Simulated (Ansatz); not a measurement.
# F3HSi: the cost of one run

Method: PBE0-D4/def2-TZVP structures, single points in def2-TZVPP, no counterpoise correction; program: Ansatz 0.2.0, Gaussian basis.

Levels: SPW92, PBE-D4, BLYP-D4, r2SCAN-D4, B97M-V, PBE0-D4, B3LYP-D4, r2SCAN0-D4, BHLYP-D4, CAM-B3LYP-D4, wB97X-V, wB97M-V, B2PLYP, PBE-QIDH, RPA on PBE, Hartree-Fock, MP2, CCSD, CCSD(T).

Correlated methods freeze the cores. Orbitals are unrestricted. B3LYP uses VWN-RPA correlation. B2PLYP carries no dispersion term here.

94 further runs of the same task are left out: 94 set aside as unsound or not needed.

### 1 Starting geometry

The complex: 11 atoms, charge 0, spin multiplicity 2.

Atoms are counted from 1 here; the program's logs count them from 0.

Bond lengths: H1–Si4 1.459 Å, N2–Si3 1.759 Å, N2–H8 1.021 Å, Si3–H9 1.488 Å, Si3–H10 1.479 Å, Si3–H11 1.488 Å, Si4–F5 1.582 Å, Si4–F6 1.589 Å, Si4–F7 1.584 Å. Angles: Si3–N2–H8 115.3°, N2–Si3–H9 111.8°, N2–Si3–H10 108.2°, N2–Si3–H11 106.1°, H9–Si3–H10 110.4°, H9–Si3–H11 109.5°, H10–Si3–H11 110.7°, H1–Si4–F5 116.0°, H1–Si4–F6 105.1°, H1–Si4–F7 115.8°, F5–Si4–F6 103.4°, F5–Si4–F7 111.3°, F6–Si4–F7 103.2°.

Geometry (Å):

```csv
atom,x (Å),y (Å),z (Å)
H1,-0.7807,1.3916,1.5635
N2,-0.0495,-0.8542,0.3805
Si3,-0.6631,-1.4420,-1.1593
Si4,0.5023,1.6394,0.9141
F5,1.7438,0.8598,1.5087
F6,0.8373,3.1606,1.2291
F7,0.4951,1.5906,-0.6692
H8,0.3360,-1.5698,0.9981
H9,-1.3128,-2.7737,-1.0242
H10,-1.6262,-0.4492,-1.6833
H11,0.5178,-1.5531,-2.0579
```

Its parts: SiHF3 holds atoms 1, 4, 5, 6, 7; SiNH4 radical holds atoms 2, 3, 8, 9, 10, 11. Each part counts its atoms afresh in its own runs.

### 2 Relaxing SiHF3 alone

relax-a/in.yaml

```yaml
crystal:
  periodic: [false, false, false]
  atoms:
    - {symbol: H, position_ang: [-0.780655, 1.391557, 1.563494]}
    - {symbol: Si, position_ang: [0.502265, 1.639354, 0.914085]}
    - {symbol: F, position_ang: [1.743813, 0.859803, 1.508680]}
    - {symbol: F, position_ang: [0.837314, 3.160633, 1.229078]}
    - {symbol: F, position_ang: [0.495139, 1.590556, -0.669169]}
basis:
  gaussian: {orbitals: def2-TZVP}
hamiltonian: {xc: pbe0, dispersion: d4}
relax: {f_tol: 0.005, max_steps: 200}
```

The run is started by

```console
$ ansatz run in.yaml --threads 4 --pin off --events-out ev --progress --plain --max-ram 63488MiB --backend cpu
```

**Question.** How long does this run take on 4 threads of AMD EPYC 7R13, shared host?

About 6.5 s.
